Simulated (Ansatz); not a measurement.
**C₄H₁₀F₂HfO₂: how energies converge with the basis set**

One table from this session's results is given with a row withheld; the runs are named, their logs left out.

The runs use Ansatz 0.2.0, Gaussian basis; one geometry, several basis sets.

The runs, in order: PBE0-D4/def2-SVP; ωB97M-V/def2-SVP; PBE0-D4/def2-QZVPP; ωB97M-V/def2-QZVPP; the functionals' def2-TZVPP values are taken from earlier runs.

3 further runs of the same task are left out: 1 for a known fault of the program, 2 that didn't finish.

### Structure used throughout

The geometry comes from an earlier relaxation with PBE0-D4 in a triple-zeta def2 set; it is a stationary point, not always the lowest conformer. Hf takes the def2 core potential; no spin-orbit term is included.

SMILES `CC(C)(C)[O][Hf]([OH])([F])[F]`, 19 atoms, charge 0, spin multiplicity 1.

Atoms are counted from 1 here; the program's logs count them from 0.

Bond lengths: C1–C2 1.521 Å, C1–H10 1.092 Å, C1–H11 1.092 Å, C1–H12 1.092 Å, C2–C3 1.521 Å, C2–C4 1.521 Å, C2–O5 1.412 Å, C3–H13 1.092 Å, C3–H14 1.092 Å, C3–H15 1.092 Å, C4–H16 1.092 Å, C4–H17 1.092 Å, C4–H18 1.092 Å, O5–Hf6 1.901 Å, Hf6–O7 1.917 Å, Hf6–F8 1.920 Å, Hf6–F9 1.920 Å, O7–H19 0.951 Å. Angles: C2–C1–H10 110.8°, C2–C1–H11 110.3°, C2–C1–H12 110.3°, H10–C1–H11 108.4°, H10–C1–H12 108.4°, H11–C1–H12 108.5°, C1–C2–C3 110.8°, C1–C2–C4 110.8°, C1–C2–O5 108.1°, C3–C2–C4 110.8°, C3–C2–O5 108.1°, C4–C2–O5 108.0°, C2–C3–H13 110.8°, C2–C3–H14 110.3°, C2–C3–H15 110.3°, H13–C3–H14 108.4°, H13–C3–H15 108.4°, H14–C3–H15 108.5° and more.

Set-up of the first run:

in.yaml reads:

```yaml
crystal:
  periodic: [false, false, false]
  atoms:
    - {symbol: C, position_ang: [-1.067118, -1.348011, 0.607045]}
    - {symbol: C, position_ang: [0.192082, -0.497458, 0.532236]}
    - {symbol: C, position_ang: [0.311301, 0.401529, 1.753807]}
    - {symbol: C, position_ang: [1.427445, -1.372413, 0.382059]}
    - {symbol: O, position_ang: [0.099156, 0.325519, -0.611648]}
    - {symbol: Hf, position_ang: [-0.116638, 1.473201, -2.111862]}
    - {symbol: O, position_ang: [-1.675346, 2.575453, -1.939526]}
    - {symbol: F, position_ang: [-0.267117, 0.394008, -3.692324]}
    - {symbol: F, position_ang: [1.440816, 2.585428, -2.261651]}
    - {symbol: H, position_ang: [-1.039153, -2.006462, 1.478018]}
    - {symbol: H, position_ang: [-1.951156, -0.711212, 0.685331]}
    - {symbol: H, position_ang: [-1.161736, -1.965096, -0.288975]}
    - {symbol: H, position_ang: [0.389552, -0.193068, 2.666630]}
    - {symbol: H, position_ang: [1.199562, 1.031969, 1.675594]}
    - {symbol: H, position_ang: [-0.566275, 1.046530, 1.837448]}
    - {symbol: H, position_ang: [1.543225, -2.030311, 1.246188]}
    - {symbol: H, position_ang: [1.347411, -1.990686, -0.514478]}
    - {symbol: H, position_ang: [2.322741, -0.752996, 0.297174]}
    - {symbol: H, position_ang: [-2.470554, 3.029878, -1.684665]}
basis:
  gaussian: {orbitals: def2-SVP}
hamiltonian: {xc: pbe0, dispersion: d4}
output: {orbitals: {seedname: orbitals}}
```

Steps of the session up to this table: PBE0-D4 in def2-SVP; ωB97M-V in def2-SVP; PBE0-D4 in def2-QZVPP; ωB97M-V in def2-QZVPP.

One of the session's tables, all rows but one given; the rest of the session is left out.

It belongs to the step «Density functionals: the series». 

```
functional       basis  HOMO (eV)
   PBE0-D4    def2-SVP      -8.42
   PBE0-D4  def2-TZVPP      -8.48
   PBE0-D4  def2-QZVPP      -8.50
   ωB97M-V    def2-SVP          ?
   ωB97M-V  def2-QZVPP     -10.86
```

Q: Estimate the row for ωB97M-V, def2-SVP from the others.

The run gave: HOMO (eV): -10.76. In the column «HOMO (eV)» it lies between ωB97M-V, def2-QZVPP (-10.86) and PBE0-D4, def2-QZVPP (-8.50).
